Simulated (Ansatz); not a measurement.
**AsH₂F (singlet): from Hartree-Fock to the top rungs, cc-pVDZ**

Aim: climb from Hartree-Fock through coupled cluster for AsH₂F (singlet) at one geometry and basis, and see what each rung misses.

The runs use Ansatz 0.2.0, Gaussian basis; cc-pVDZ, core rule «outside noble gas», up to 15 orbitals frozen.

Plan: UHF; CCSD(T) on RHF; BCCD(T) on RHF; CISD; CCSDT(Q) on RHF.

27 further runs of the same task are left out: 10 for a known fault of the program, 8 that didn't finish, 9 set aside as unsound or not needed.

**1. The geometry**

The geometry is a PBE0/def2-TZVP stationary point (not a proven minimum). No spin-orbit coupling is included. The filled d shell of As may be among the frozen orbitals whatever the setting's name suggests; the logs give the count.

4 atoms, charge 0, spin multiplicity 1.

Atoms are counted from 1 here; the program's logs count them from 0.

Bond lengths: F1–As2 1.753 Å, As2–H3 1.531 Å, As2–H4 1.531 Å. Angles: F1–As2–H3 95.5°, F1–As2–H4 95.5°, H3–As2–H4 90.8°.

Coordinates:

```xyz
4
AsFH2
F    -0.05169    0.00000    1.40786
As    0.04042    0.00000   -0.34237
H    -1.01496   -1.09018   -0.54393
H    -1.01494    1.09020   -0.54392
```

**2. UHF**

File in.yaml:

```yaml
crystal:
  periodic: [false, false, false]
  atoms:
    - {symbol: F, position_ang: [-0.051694, 0.000000, 1.407864]}
    - {symbol: As, position_ang: [0.040417, 0.000000, -0.342367]}
    - {symbol: H, position_ang: [-1.014957, -1.090185, -0.543926]}
    - {symbol: H, position_ang: [-1.014945, 1.090196, -0.543925]}
basis:
  gaussian: {orbitals: cc-pVDZ}
magnetization: {spin_polarized: true, initial_magnetization: 0}
hamiltonian: {xc: hf}
output: {orbitals: {seedname: orbitals}}
```

Started as:

```sh
$ ansatz run in.yaml --threads 1 --pin off --events-out ev --progress --plain --max-ram 2393MiB
```

After this run come: CCSD(T) on RHF; BCCD(T) on RHF; CISD; CCSDT(Q) on RHF.

Before running them: what should the planned runs give, taken together? Wanted: RCCSDT(Q) below the RHF energy; RMP2 from RCCSDT(Q); RCCSD from RCCSDT(Q); RCCSD(T) from RCCSDT(Q); T1 diagnostic.

The runs gave:

| quantity | value |
| --- | --- |
| RCCSDT(Q) below the RHF energy | -9.0267 eV |
| RMP2 from RCCSDT(Q) | +829.5 meV |
| RCCSD from RCCSDT(Q) | +200.9 meV |
| RCCSD(T) from RCCSDT(Q) | +35.2 meV |
| levels within 1 kcal/mol (43 meV) | RCCSD(T), BCCD(T), RCCSDT |
| T1 diagnostic | 0.013 |

In words: RCCSD(T) misses by +35.2 meV, 0.4 % of the correlation energy. These misses are within one basis, not against nature.
